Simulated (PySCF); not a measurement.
# SmF₅ (-2): ligand-field states

What do calculations give for the ligand-field states of SmF₅ (-2)?

Programs: PySCF 2.14.0, with routines of our own; each step states its level. All values are computed. Atoms count from 0.

## Step 1: The starting structure

6 atoms, charge -2, states of the metal's open shell are computed; geometry from: model geometry, bond lengths from ionic radii.

## Step 2: Ligand-field states: state-averaged CASSCF in water

What the job is given:

```
{"job": {"kind": "lf", "basis": {"metal": "x2c-TZVPall", "ligand": "x2c-SVPall"}, "nevpt": false, "solvent": "water", "roots": {"6": 21, "4": 128, "2": 130}}, "charge": -2, "metal": "Sm", "open_shell": "f5"}
Sm     0.000000     0.000000     0.000000
F      0.000000     0.000000     2.198000
F      0.000000     0.000000    -2.198000
F      2.198000     0.000000     0.000000
F     -1.099000     1.903524     0.000000
F     -1.099000    -1.903524     0.000000
```

Method: state-averaged CASSCF of the metal f shell, state-interaction spin-orbit coupling.

Started as:

```console
$ OMP_NUM_THREADS=1 python lf_run.py task.json out
```

One launch serves the whole session: the jobs run in the order shown.

Standard output:

```text
basis functions 174, electrons 109, active (5e, 7o)
stage 1: DIIS on the effective Fock matrix, level shift 0.30
cycle   1  E = -10908.2359854896  dE = -1.091e+04  max|g| = 4.357e+00
cycle   2  E = -10910.4313559737  dE = -2.195e+00  max|g| = 4.643e+00
cycle   3  E = -10911.0551333060  dE = -6.238e-01  max|g| = 3.739e+00
cycle   4  E = -10920.6071598362  dE = -9.552e+00  max|g| = 4.699e-01
cycle   5  E = -10920.8132317764  dE = -2.061e-01  max|g| = 2.747e-01
cycle   6  E = -10920.8626708171  dE = -4.944e-02  max|g| = 2.230e-01
cycle   7  E = -10920.9004373677  dE = -3.777e-02  max|g| = 1.438e-01
cycle   8  E = -10920.9199807446  dE = -1.954e-02  max|g| = 6.447e-02
cycle   9  E = -10920.9254119634  dE = -5.431e-03  max|g| = 2.703e-02
cycle  10  E = -10920.9257559719  dE = -3.440e-04  max|g| = 3.163e-02
cycle  11  E = -10920.9261536129  dE = -3.976e-04  max|g| = 2.604e-02
cycle  12  E = -10920.9264925592  dE = -3.389e-04  max|g| = 1.224e-02
cycle  13  E = -10920.9265134844  dE = -2.093e-05  max|g| = 1.076e-02
cycle  14  E = -10920.9265342923  dE = -2.081e-05  max|g| = 1.109e-02
cycle  15  E = -10920.9265565870  dE = -2.229e-05  max|g| = 8.971e-03
cycle  16  E = -10920.9265725053  dE = -1.592e-05  max|g| = 7.813e-03
cycle  17  E = -10920.9265822535  dE = -9.748e-06  max|g| = 5.660e-03
cycle  18  E = -10920.9265877778  dE = -5.524e-06  max|g| = 5.043e-03
cycle  19  E = -10920.9265895576  dE = -1.780e-06  max|g| = 5.111e-03
cycle  20  E = -10920.9265896524  dE = -9.475e-08  max|g| = 5.200e-03
cycle  21  E = -10920.9265912980  dE = -1.646e-06  max|g| = 5.031e-03
cycle  22  E = -10920.9265946372  dE = -3.339e-06  max|g| = 4.825e-03
cycle  23  E = -10920.9265986913  dE = -4.054e-06  max|g| = 5.931e-03
cycle  24  E = -10920.9266009448  dE = -2.254e-06  max|g| = 5.099e-03
cycle  25  E = -10920.9266037174  dE = -2.773e-06  max|g| = 4.412e-03
cycle  26  E = -10920.9266066822  dE = -2.965e-06  max|g| = 3.920e-03
stage 2: quasi-Newton rotations from the point of smallest gradient
cycle  28  E = -10920.9266153312  dE = -8.649e-06  max|g| = 6.955e-04
cycle  29  E = -10920.9266157013  dE = -3.701e-07  max|g| = 2.650e-04
cycle  30  E = -10920.9266157314  dE = -3.005e-08  max|g| = 1.314e-04
cycle  31  E = -10920.9266157393  dE = -7.860e-09  max|g| = 7.410e-06
converged average energy = -10920.9266157393

 mult deg   label        CASSCF/cm-1   NEVPT2/cm-1
   6   1   6A2'                0.0
   6   2   6E''              198.2
   6   1   6A1'              228.9
   6   2   6E'               452.5
   6   1   6A2''             587.7
   6   2   6E''              590.0
   6   2   6E'              1210.0
   6   1   6A2'             6939.1
   6   1   6A1'             7018.7
   6   2   6E''             7041.7
   6   2   6E'              7204.9
   6   1   6A2''            7412.2
   4   1   4A1'            21913.7
   4   1   4A2'            21980.7
   4   2   4E''            21984.8
   4   2   4E''            22108.4
   4   2   4E'             22127.2
   4   2   4E'             22172.0
   4   1   4A1''           22213.9
   4   1   4A2''           22244.9
   4   2   4E''            22286.0
   4   2   4E'             22339.9
   4   2   4E''            22443.5
   4   1   4A1''           22460.4
   4   2   4E'             22491.7
   4   1   4A2''           22548.0
   4   2   4E'             22601.7
   4   1   4A1'            22641.0
   4   1   4A2'            22702.4
   4   2   4E''            22711.6
   4   1   4A1''           22824.8
   4   1   4A2''           22846.4
   4   1   4A1'            22853.7
   4   1   4A2'            22895.7
   4   4   4M              22997.6
   4   2   4E'             23058.2
   4   1   4A2''           23073.0
   4   1   4A1''           23324.0
   4   2   4E'             23386.5
   4   2   4E''            23626.5
   4   1   4A1'            23706.1
   4   2   4E''            23751.3
   4   1   4A2'            23787.2
   4   1   4A2'            26399.1
   4   2   4E''            26435.8
   4   2   4K              26495.0
   4   1   4K              26498.6
   4   1   4A2''           26530.0
   4   2   4E''            26541.5
   4   2   4E'             26541.5
   4   2   4E'             26617.6
   4   1   4A2''           26664.5
   4   1   4A1''           26669.0
   4   2   4E''            27699.3
   4   1   4A1''           27740.8
   4   2   4E'             27774.8
   4   2   4E''            27847.4
   4   1   4A1'            27900.3
   4   1   4A2'            27937.7
   4   2   4E'             27958.1

spin-orbit levels / cm-1
      0.00  x2  6E'' 0.25 6E'' 0.21 6A2' 0.18
     24.16  x2  6E' 0.33 6E'' 0.29 6A2'' 0.16
    347.54  x2  6E'' 0.28 6E' 0.20 6A2' 0.16
    988.57  x2  6E'' 0.32 6E' 0.26 6A2' 0.15
   1211.02  x2  6E'' 0.32 6E' 0.32 6A2'' 0.22
   1311.06  x2  6E'' 0.26 6E' 0.26 6A2' 0.17
   1402.02  x2  6E' 0.40 6E'' 0.17 6A1' 0.13
   2214.73  x2  6E'' 0.33 6E' 0.24 6A2' 0.17
   2371.32  x2  6E' 0.28 6E'' 0.27 6E'' 0.19
   2519.08  x2  6E' 0.26 6E' 0.23 6A2'' 0.15
   2574.94  x2  6E'' 0.38 6A1' 0.19 6E' 0.18
   2632.52  x2  6E' 0.41 6E'' 0.18 6E' 0.14
   3612.53  x2  6E'' 0.50 6A2'' 0.17 6E' 0.14
   3676.82  x2  6E' 0.55 6A2' 0.18 6A1' 0.12
   3809.97  x2  6A2'' 0.29 6E'' 0.25 6E'' 0.22
   3925.33  x2  6E' 0.29 6E' 0.24 6E'' 0.23
   3975.57  x2  6E' 0.46 6E'' 0.27 6A1' 0.13
   4042.36  x2  6E'' 0.45 6E' 0.25 6A1' 0.14
   5146.71  x2  6E' 0.52 6E'' 0.36 6A2'' 0.04
   5149.62  x2  6E'' 0.30 6A2'' 0.26 6E' 0.21
   5169.74  x2  6A2'' 0.27 6A2' 0.23 6E'' 0.14
   5262.66  x2  6E' 0.34 6E'' 0.31 6A1' 0.14
   5350.68  x2  6E'' 0.40 6E' 0.27 6E'' 0.27
   5458.93  x2  6E' 0.50 6A1' 0.26 6A2' 0.22
   5726.26  x2  6E'' 0.51 6E' 0.45
   6580.60  x2  6E'' 0.41 6E' 0.23 6A2' 0.18
   6631.83  x2  6E'' 0.25 6E'' 0.22 6A2' 0.20
   6701.38  x2  6E' 0.33 6E'' 0.29 6A1' 0.15
   6786.74  x2  6E' 0.41 6A2'' 0.26 6E'' 0.15
   6809.60  x2  6E' 0.36 6A2'' 0.30 6E'' 0.10
```

It took 28 s on 1 thread of Arm Neoverse V2, shared host; peak memory 0.55 GiB.

Warnings kept with the result: spin Hamiltonian not valid, low-lying orbital states.

Key values:

| quantity | value |
| --- | --- |
| spin-orbit constant ζ | 1208 cm⁻¹ |

Powder susceptibility:

| T (K) | χT (cm³ K/mol) | μ(eff) |
| --- | --- | --- |
| 2 | 0.028 | 0.47 |
| 5 | 0.034 | 0.52 |
| 10 | 0.045 | 0.60 |
| 20 | 0.065 | 0.72 |
| 30 | 0.078 | 0.79 |
| 50 | 0.099 | 0.89 |
| 75 | 0.119 | 0.98 |
| 100 | 0.139 | 1.05 |
| 150 | 0.179 | 1.20 |
| 200 | 0.221 | 1.33 |
| 250 | 0.264 | 1.45 |
| 300 | 0.310 | 1.57 |

## Step 3: Ligand-field states: state-averaged CASSCF (avg hs) in water

What the job is given:

```
{"job": {"kind": "lf", "basis": {"metal": "x2c-TZVPall", "ligand": "x2c-SVPall"}, "nevpt": false, "solvent": "water", "roots": {"6": 21, "4": 128, "2": 130}, "avg": "hs"}, "charge": -2, "metal": "Sm", "open_shell": "f5"}
Sm     0.000000     0.000000     0.000000
F      0.000000     0.000000     2.198000
F      0.000000     0.000000    -2.198000
F      2.198000     0.000000     0.000000
F     -1.099000     1.903524     0.000000
F     -1.099000    -1.903524     0.000000
```

Method: state-averaged CASSCF of the metal f shell, state-interaction spin-orbit coupling.

Standard output:

```text
basis functions 174, electrons 109, active (5e, 7o)
stage 1: DIIS on the effective Fock matrix, level shift 0.30
cycle   1  E = -10908.3008302913  dE = -1.091e+04  max|g| = 4.357e+00
cycle   2  E = -10910.7292738799  dE = -2.428e+00  max|g| = 4.649e+00
cycle   3  E = -10911.1374681884  dE = -4.082e-01  max|g| = 3.689e+00
cycle   4  E = -10920.7817841234  dE = -9.644e+00  max|g| = 5.219e-01
cycle   5  E = -10920.4513161733  dE =  3.305e-01  max|g| = 9.041e-01
cycle   6  E = -10921.0669071214  dE = -6.156e-01  max|g| = 1.957e-01
cycle   7  E = -10921.0664948402  dE =  4.123e-04  max|g| = 2.183e-01
cycle   8  E = -10920.9068241148  dE =  1.597e-01  max|g| = 4.742e-01
cycle   9  E = -10920.4589766360  dE =  4.478e-01  max|g| = 9.762e-01
cycle  10  E = -10920.8776948413  dE = -4.187e-01  max|g| = 5.077e-01
cycle  11  E = -10921.0941937135  dE = -2.165e-01  max|g| = 1.821e-01
cycle  12  E = -10920.9609654589  dE =  1.332e-01  max|g| = 4.273e-01
cycle  13  E = -10920.6186741173  dE =  3.423e-01  max|g| = 8.589e-01
cycle  14  E = -10920.7890060471  dE = -1.703e-01  max|g| = 6.549e-01
cycle  15  E = -10920.6867372172  dE =  1.023e-01  max|g| = 7.959e-01
stage 2: quasi-Newton rotations from the point of smallest gradient
cycle  17  E = -10921.1409454947  dE = -4.675e-02  max|g| = 3.721e-02
cycle  18  E = -10921.1437992550  dE = -2.854e-03  max|g| = 3.593e-02
cycle  19  E = -10921.1445803299  dE = -7.811e-04  max|g| = 9.952e-03
cycle  20  E = -10921.1446076245  dE = -2.729e-05  max|g| = 1.149e-03
cycle  21  E = -10921.1446099248  dE = -2.300e-06  max|g| = 3.812e-04
cycle  22  E = -10921.1446101943  dE = -2.695e-07  max|g| = 1.340e-04
cycle  23  E = -10921.1446102263  dE = -3.205e-08  max|g| = 4.006e-05
cycle  24  E = -10921.1446102301  dE = -3.798e-09  max|g| = 1.002e-05
cycle  25  E = -10921.1446102307  dE = -6.203e-10  max|g| = 2.019e-06
converged average energy = -10921.1446102307

 mult deg   label        CASSCF/cm-1   NEVPT2/cm-1
   6   1   6A2'                0.0
   6   2   6E''              193.4
   6   1   6A1'              208.3
   6   2   6E'               450.7
   6   2   6E''              575.4
   6   1   6A2''             588.6
   6   2   6E'              1196.6
   6   1   6A2'             7047.5
   6   1   6A1'             7121.1
   6   2   6E''             7132.7
   6   2   6E'              7299.3
   6   1   6A2''            7511.9
   4   1   4A1'            22303.3
   4   1   4A2'            22360.6
   4   2   4E''            22373.7
   4   2   4E''            22487.8
   4   2   4E'             22514.8
   4   2   4E'             22559.3
   4   1   4A1''           22599.8
   4   1   4A2''           22632.0
   4   2   4E''            22668.7
   4   2   4E'             22722.3
   4   2   4E''            22830.1
   4   1   4A1''           22841.5
   4   2   4E'             22878.0
   4   1   4A2''           22944.1
   4   2   4E'             22988.3
   4   1   4A1'            23031.0
   4   1   4A2'            23090.2
   4   2   4E''            23096.3
   4   1   4A1''           23203.7
   4   1   4A2''           23223.0
   4   1   4A1'            23243.6
   4   1   4A2'            23280.5
   4   2   4E''            23377.0
   4   1   4A1'            23386.1
   4   1   4A2'            23394.3
   4   2   4E'             23437.7
   4   1   4A2''           23451.8
   4   1   4A1''           23739.6
   4   2   4E'             23797.9
   4   2   4E''            24031.9
   4   1   4A1'            24109.9
   4   2   4E''            24147.1
   4   1   4A2'            24179.0
   4   1   4A2'            26846.2
   4   2   4E''            26884.9
   4   1   4A1'            26936.7
   4   2   4E'             26950.2
   4   1   4A2''           26982.8
   4   2   4E''            26987.0
   4   2   4E'             26997.1
   4   2   4E'             27066.3
   4   1   4A2''           27119.3
   4   1   4A1''           27122.2
   4   2   4E''            28163.9
   4   1   4A1''           28204.1
   4   2   4E'             28237.9
   4   2   4E''            28310.9
   4   1   4A1'            28370.0

spin-orbit levels / cm-1
      0.00  x2  6E'' 0.25 6E'' 0.21 6A2' 0.18
     27.49  x2  6E' 0.33 6E'' 0.29 6A2'' 0.16
    348.18  x2  6E'' 0.28 6E' 0.21 6A2' 0.16
   1006.80  x2  6E'' 0.32 6E' 0.26 6A2' 0.15
   1229.86  x2  6E'' 0.33 6E' 0.32 6A2'' 0.22
   1326.80  x2  6E'' 0.26 6E' 0.25 6A2' 0.18
   1413.61  x2  6E' 0.41 6E'' 0.17 6A1' 0.13
   2252.52  x2  6E'' 0.33 6E' 0.24 6A2' 0.17
   2409.61  x2  6E' 0.28 6E'' 0.27 6E'' 0.19
   2557.10  x2  6E' 0.25 6E' 0.23 6A2'' 0.15
   2608.99  x2  6E'' 0.38 6E' 0.19 6A1' 0.19
   2663.94  x2  6E' 0.41 6E'' 0.19 6E' 0.14
   3673.13  x2  6E'' 0.50 6A2'' 0.17 6E' 0.14
   3737.75  x2  6E' 0.55 6A2' 0.18 6A1' 0.13
   3870.99  x2  6A2'' 0.29 6E'' 0.26 6E'' 0.22
   3981.15  x2  6E' 0.29 6E' 0.24 6E'' 0.23
   4030.07  x2  6E' 0.46 6E'' 0.27 6A1' 0.13
   4099.11  x2  6E'' 0.45 6E' 0.25 6A1' 0.14
   5232.78  x2  6E' 0.52 6E'' 0.36 6A2'' 0.04
   5235.63  x2  6E'' 0.30 6A2'' 0.26 6E' 0.21
   5255.53  x2  6A2'' 0.27 6A2' 0.22 6E'' 0.14
   5344.05  x2  6E' 0.35 6E'' 0.31 6A1' 0.14
   5430.19  x2  6E'' 0.40 6E'' 0.27 6E' 0.27
   5537.39  x2  6E' 0.50 6A1' 0.26 6A2' 0.22
   5806.52  x2  6E'' 0.51 6E' 0.45
   6691.93  x2  6E'' 0.41 6E' 0.22 6A2' 0.18
   6739.13  x2  6E'' 0.25 6E'' 0.22 6A2' 0.21
   6808.36  x2  6E' 0.34 6E'' 0.30 6A1' 0.14
   6897.14  x2  6E' 0.42 6A2'' 0.27 6E'' 0.15
   6923.33  x2  6E' 0.33 6A2'' 0.28 6E'' 0.12
```

It took 21 s on 1 thread of Arm Neoverse V2, shared host; peak memory 0.55 GiB.

Warnings kept with the result: spin Hamiltonian not valid, low-lying orbital states.

From this job:

| quantity | value |
| --- | --- |
| spin-orbit constant ζ | 1227 cm⁻¹ |

Powder susceptibility:

| T (K) | χT (cm³ K/mol) | μ(eff) |
| --- | --- | --- |
| 2 | 0.027 | 0.47 |
| 20 | 0.062 | 0.71 |
| 100 | 0.138 | 1.05 |
| 300 | 0.306 | 1.56 |

## Step 4: The runs side by side

From the CASSCF states (cm⁻¹; the spread is that of the fitted one-electron ligand-field levels):

| step | setting | ground state | next state | orbital spread | ζ | μ(eff), 300 K |
| --- | --- | --- | --- | --- | --- | --- |
| 2 | as given | 6A2' | 6E'' at 198 | 1562 | 1208 | 1.57 |
| 3 | avg hs | 6A2' | 6E'' at 193 | 1547 | 1227 | 1.56 |

## Step 5: What came out

| quantity | value |
| --- | --- |
| spin-orbit constant ζ (step 2, state-averaged CASSCF in water) | 1208 cm⁻¹ |
| ground multiplicity, μ(eff) at 300 K (step 2, 5 donors at 2.20 Å) | 6, 1.57 μB |
| ground multiplicity, μ(eff) at 300 K (step 3, 5 donors at 2.20 Å) | 6, 1.56 μB |

**Reading.** In step 2, χT goes from 0.03 at 2 K to 0.31 cm³ K/mol at 300 K, as higher levels fill or mix in.
